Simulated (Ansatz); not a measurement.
**SiH₃Br (built from SMILES [SiH3]Br): a reaction path by the nudged elastic band**

What path joins these two structures, and how high does it climb? Both ends were relaxed at PBE0-D4 in triple zeta. A second band with other settings follows.

Program: Ansatz 0.2.0, Gaussian basis. Level of theory: PBE0-D4/def2-SVP. These are calculated values, not measurements.

16 further runs of the same task are left out: 16 set aside as unsound or not needed.

## 1. Starting geometry

The first end: 5 atoms, charge 0, spin multiplicity 1.

Atoms are counted from 1 here; the program's logs count them from 0.

Bond lengths: Si1–Br2 2.219 Å, Si1–H3 1.481 Å, Si1–H4 1.481 Å, Si1–H5 1.481 Å. Angles: Br2–Si1–H3 108.4°, Br2–Si1–H4 108.4°, Br2–Si1–H5 108.4°, H3–Si1–H4 110.5°, H3–Si1–H5 110.5°, H4–Si1–H5 110.5°.

As a file:

```mol
BrH3Si
  3D, bonds by distance, orders not assigned

  5  4  0  0  0  0  0  0  0  0999 V2000
    0.0419    0.1580    0.0030 Si  0  0
   -0.5264   -1.9869   -0.0383 Br  0  0
   -0.3232    0.7632   -1.2981 H   0  0
   -0.6948    0.8154    1.1064 H   0  0
    1.5026    0.2502    0.2270 H   0  0
  1  2  8  0
  1  3  8  0
  1  4  8  0
  1  5  8  0
M  END
```

The second end:

```xyz
5
BrH3Si
Si    0.3756    1.0763    0.2225
Br   -0.5498   -1.2532   -0.5594
H    -0.9860   -0.8940   -1.8694
H    -0.4136    0.7998    1.4963
H     1.5739    0.2711    0.7099
```

## 2. The band at PBE0-D4/def2-SVP

Contents of neb/in.yaml:

```yaml
crystal:
  periodic: [false, false, false]
  atoms:
    - {symbol: Si, position_ang: [0.041862, 0.158001, 0.003045]}
    - {symbol: Br, position_ang: [-0.526445, -1.986876, -0.038343]}
    - {symbol: H, position_ang: [-0.323160, 0.763184, -1.298093]}
    - {symbol: H, position_ang: [-0.694826, 0.815430, 1.106403]}
    - {symbol: H, position_ang: [1.502569, 0.250161, 0.226989]}
basis:
  gaussian: {orbitals: def2-SVP}
hamiltonian: {xc: pbe0, dispersion: d4}
neb:
  images: 5
  climbing: true
  max_iterations: 40
  initial_path: idpp
  final_atoms:
    - {symbol: Si, position_ang: [0.375586, 1.076258, 0.222534]}
    - {symbol: Br, position_ang: [-0.549776, -1.253241, -0.559354]}
    - {symbol: H, position_ang: [-0.986041, -0.893950, -1.869356]}
    - {symbol: H, position_ang: [-0.413645, 0.799751, 1.496251]}
    - {symbol: H, position_ang: [1.573876, 0.271083, 0.709925]}
```

Run with:

```console
ansatz run in.yaml --threads 2 --pin off --events-out ev --progress --plain --max-ram 4352MiB
```

The program printed:

```text
Functional definition: PBE0
  name "PBE0"
  cite "Adamo & Barone, J. Chem. Phys. 110, 6158 (1999) doi:10.1063/1.478522"
  cite "Perdew, Burke & Ernzerhof, Phys. Rev. Lett. 77, 3865 (1996) doi:10.1103/PhysRevLett.77.3865"
  parent pbe
  parameter a = 0.25
  parameter kappa = 0.804
  parameter beta = 0.06672455060314922
  exchange = (1 - a)*pbe_x(kappa = kappa, mu = beta*pi^2/3) + a*exact_x
  correlation = pbe_c(beta = beta)
667 factors; integrals over basis functions are off by at most 3.5e-4 eV
mean field evaluation 1: about -77951.0727 eV, gradient 7.0e0 eV
mean field evaluation 2: about -77951.2078 eV, gradient 1.7e0 eV
mean field evaluation 4: about -77951.2168 eV, gradient 9.6e-2 eV
mean field evaluation 8: about -77951.2176 eV, gradient 1.2e-3 eV
mean field -77951.21757985 eV, -2864.6544088266 hartree, gradient 5.8e-6 eV, S^2 0.000000; 0 other end points of the search recorded, 0 dependent functions left out
the calculation of the forces begins
reference -77951.21760094 eV, -2864.6544096014 hartree; 26, 26 occupied and 39, 39 virtual orbitals, 667 factors
[... from here to the last solve, the lines of the solves are left out (76 solves) ...]
WARN: NEB end point (image 0): max|allowed force component| = 1.533e-1 eV/Å (the criterion of neb.relax_end_points is 1.000e-2). That is over neb.f_tol: it is no minimum, so the barrier can be far off. Relax it first
WARN: NEB end point (image 6): max|allowed force component| = 2.074e-1 eV/Å (the criterion of neb.relax_end_points is 1.000e-2). That is over neb.f_tol: it is no minimum, so the barrier can be far off. Relax it first
NEB iter   1: max|band force component| = 3.344e0 eV/Å  barrier→ = 4.4601 eV  barrier← = 1.5277 eV  Δτ_max = 0.2000 Å  (158 SCF iters)
NEB iter   2: max|band force component| = 2.149e0 eV/Å  barrier→ = 3.6140 eV  barrier← = 0.6817 eV  Δτ_max = 0.2000 Å  (135 SCF iters)
NEB iter   3: max|band force component| = 2.187e0 eV/Å  barrier→ = 3.2588 eV  barrier← = 0.3264 eV  Δτ_max = 0.0981 Å  (126 SCF iters)
NEB iter   4: max|band force component| = 8.619e-1 eV/Å  barrier→ = 3.1784 eV  barrier← = 0.2460 eV  Δτ_max = 0.0613 Å  (121 SCF iters)
NEB iter   5: max|band force component| = 3.590e-1 eV/Å  barrier→ = 3.1130 eV  barrier← = 0.1807 eV  CI = image 4  Δτ_max = 0.0592 Å  (116 SCF iters)
NEB iter   6: max|band force component| = 2.654e-1 eV/Å  barrier→ = 3.0964 eV  barrier← = 0.1641 eV  CI = image 4  Δτ_max = 0.0999 Å  (117 SCF iters)
NEB iter   7: max|band force component| = 3.081e-1 eV/Å  barrier→ = 3.0967 eV  barrier← = 0.1643 eV  CI = image 4  Δτ_max = 0.0492 Å  (125 SCF iters)
NEB iter   8: max|band force component| = 1.397e-1 eV/Å  barrier→ = 3.0960 eV  barrier← = 0.1637 eV  CI = image 4  Δτ_max = 0.0219 Å  (115 SCF iters)
669 factors; integrals over basis functions are off by at most 5.9e-4 eV
mean field -77948.11185876 eV, -2864.5402756815 hartree, gradient 7.7e-7 eV, S^2 0.000000; 0 other end points of the search recorded, 0 dependent functions left out
the calculation of the forces begins
reference -77948.11188004 eV, -2864.5402764637 hartree; 26, 26 occupied and 39, 39 virtual orbitals, 669 factors
NEB iter   9: max|band force component| = 4.285e-2 eV/Å  barrier→ = 3.0960 eV  barrier← = 0.1637 eV  CI = image 4  Δτ_max = 0.0000 Å  (721 SCF iters)
Total energy: -77948.18828702 eV, -2864.5430843684 hartree
Atom 0 at     0.336706     0.898706     0.258495 Å, force     0.000036     0.001823     0.000239 eV/Å
Atom 1 at    -0.745076    -1.452407    -0.923362 Å, force    -0.001649    -0.004302    -0.001006 eV/Å
Atom 2 at    -0.667617    -0.154008    -1.566176 Å, force     0.001145     0.002098     0.000654 eV/Å
Atom 3 at    -0.474460     0.615941     1.519997 Å, force     0.000891     0.000123    -0.000109 eV/Å
Atom 4 at     1.550447     0.091669     0.711048 Å, force    -0.000423     0.000258     0.000223 eV/Å
Dipole moment:    -0.095427    -0.138247    -0.148580 e Å
```

Run time: 36 s. Hardware: 2 threads of Intel Xeon 6975P-C, shared host.

The last band:

| image | path (Å) | energy (kcal/mol) | Br2–H3 (Å) | Si1–Br2 (Å) | Si1–H3 (Å) |
| --- | --- | --- | --- | --- | --- |
| 0 | 0.00 | 0.0 | 3.03 | 2.22 | 1.48 |
| 1 | 0.47 | 9.1 | 2.58 | 2.25 | 1.48 |
| 2 | 0.95 | 40.6 | 2.10 | 2.41 | 1.51 |
| 3 | 1.42 | 66.8 | 1.67 | 2.65 | 1.76 |
| 4 | 1.90 | 71.4 | 1.45 | 2.85 | 2.33 |
| 5 | 2.31 | 69.5 | 1.42 | 2.76 | 2.78 |
| 6 | 2.71 | 67.6 | 1.43 | 2.63 | 3.18 |

The highest image, 4:

```
Si    0.33671    0.89871    0.25849
Br   -0.74508   -1.45241   -0.92336
H    -0.66762   -0.15401   -1.56618
H    -0.47446    0.61594    1.52000
H     1.55045    0.09167    0.71105
```

## 3. The band at B3LYP-D4/def2-TZVP, other settings

neb/in.yaml, as its differences from that of step 2:

```diff
@@ -9,6 +9,6 @@
 basis:
-  gaussian: {orbitals: def2-SVP}
-hamiltonian: {xc: pbe0, dispersion: d4}
+  gaussian: {orbitals: def2-TZVP}
+hamiltonian: {xc: {name: B3LYP}, dispersion: d4}
 neb:
-  images: 5
+  images: 4
   climbing: true
@@ -16,2 +16,3 @@
   initial_path: idpp
+  f_tol: 0.02
   final_atoms:
```

Run with:

```console
ansatz run in.yaml --threads 2 --pin off --events-out ev --progress --plain --max-ram 4352MiB
```

The program printed (excerpt; [...] marks lines left out):

```text
Functional definition: B3LYP
  name "B3LYP"
  cite "Stephens, Devlin, Chabalowski & Frisch, J. Phys. Chem. 98, 11623 (1994) doi:10.1021/j100096a001"
  cite "Becke, Phys. Rev. A 38, 3098 (1988) doi:10.1103/PhysRevA.38.3098"
  cite "Lee, Yang & Parr, Phys. Rev. B 37, 785 (1988) doi:10.1103/PhysRevB.37.785"
  cite "Vosko, Wilk & Nusair, Can. J. Phys. 58, 1200 (1980) doi:10.1139/p80-159"
[...]
806 factors; their error is unknown
[...]
mean field -77975.56917381 eV, -2865.5493133984 hartree, gradient 7.2e-5 eV, S^2 0.000000; 0 other end points of the search recorded, 0 dependent functions left out
[...]
reference -77975.56939731 eV, -2865.5493216120 hartree; 26, 26 occupied and 77, 77 virtual orbitals, 806 factors
[... from here to the last solve, the lines of the solves are left out (98 solves) ...]
WARN: NEB end point (image 0): max|allowed force component| = 2.788e-1 eV/Å (the criterion of neb.relax_end_points is 1.000e-2). That is over neb.f_tol: it is no minimum, so the barrier can be far off. Relax it first
[...]
WARN: NEB end point (image 5): max|allowed force component| = 2.196e-1 eV/Å (the criterion of neb.relax_end_points is 1.000e-2). That is over neb.f_tol: it is no minimum, so the barrier can be far off. Relax it first
[...]
NEB iter   7: max|band force component| = 4.623e-1 eV/Å  barrier→ = 3.0975 eV  barrier← = 0.1445 eV  CI = image 3  Δτ_max = 0.0587 Å  (115 SCF iters)
[...]
NEB iter  10: max|band force component| = 4.950e-2 eV/Å  barrier→ = 3.0897 eV  barrier← = 0.1367 eV  CI = image 3  Δτ_max = 0.0086 Å  (117 SCF iters)
NEB iter  11: max|band force component| = 2.548e-2 eV/Å  barrier→ = 3.0896 eV  barrier← = 0.1367 eV  CI = image 3  Δτ_max = 0.0038 Å  (121 SCF iters)
[...]
NEB iter  12: max|band force component| = 8.926e-3 eV/Å  barrier→ = 3.0896 eV  barrier← = 0.1367 eV  CI = image 3  Δτ_max = 0.0000 Å  (1363 SCF iters)
Total energy: -77972.61130799 eV, -2865.4406138345 hartree
Atom 0 at     0.345622     0.938330     0.256741 Å, force    -0.003473    -0.004517    -0.005315 eV/Å
Atom 1 at    -0.767101    -1.525612    -0.931436 Å, force     0.000350     0.008757    -0.004728 eV/Å
Atom 2 at    -0.674371    -0.214456    -1.546140 Å, force    -0.000502    -0.006942     0.002951 eV/Å
Atom 3 at    -0.455983     0.660444     1.511797 Å, force     0.002119     0.001328     0.003474 eV/Å
Atom 4 at     1.551834     0.141194     0.709039 Å, force     0.001506     0.001373     0.003618 eV/Å
Dipole moment:    -0.067840    -0.061493    -0.129709 e Å
```

Run time: 71 s. Hardware: 2 threads of Intel Xeon 6975P-C, shared host.

The last band:

| image | path (Å) | energy (kcal/mol) | Br2–H3 (Å) | Si1–Br2 (Å) | Si1–H3 (Å) |
| --- | --- | --- | --- | --- | --- |
| 0 | 0.00 | 0.0 | 3.03 | 2.22 | 1.48 |
| 1 | 0.63 | 17.6 | 2.42 | 2.32 | 1.47 |
| 2 | 1.27 | 62.2 | 1.85 | 2.64 | 1.66 |
| 3 | 1.90 | 71.2 | 1.45 | 2.95 | 2.37 |
| 4 | 2.32 | 69.6 | 1.42 | 2.84 | 2.82 |
| 5 | 2.75 | 68.1 | 1.43 | 2.63 | 3.18 |

The highest image, 3:

```xyz
5
charge 0, multiplicity 1
Si    0.3456    0.9383    0.2567
Br   -0.7671   -1.5256   -0.9314
H    -0.6744   -0.2145   -1.5461
H    -0.4560    0.6604    1.5118
H     1.5518    0.1412    0.7090
```

## 4. What came out

| quantity | value |
| --- | --- |
| PBE0-D4/def2-SVP, 9 iterations | highest 71.4 kcal/mol (image 4), last end +67.6 kcal/mol |
| B3LYP-D4/def2-TZVP, 12 iterations | highest 71.2 kcal/mol (image 3), last end +68.1 kcal/mol |
| from earlier runs: barrier over the separately found saddle, CCSD(T)/def2-TZVPP | 72.6 kcal/mol |

The highest image lies 71.4 kcal/mol above the first end, and it climbed, so it estimates the saddle. The ends are not quite minima at this level (largest force component 0.21 eV/Å), so the heights are unreliable: relaxing the first end would lower it and raise the barrier above it. The highest image is 1.2 kcal/mol below the CCSD(T) barrier in triple zeta, which comes from separate runs on the saddle. The second band's highest image lies at 71.2 kcal/mol; the levels differ.
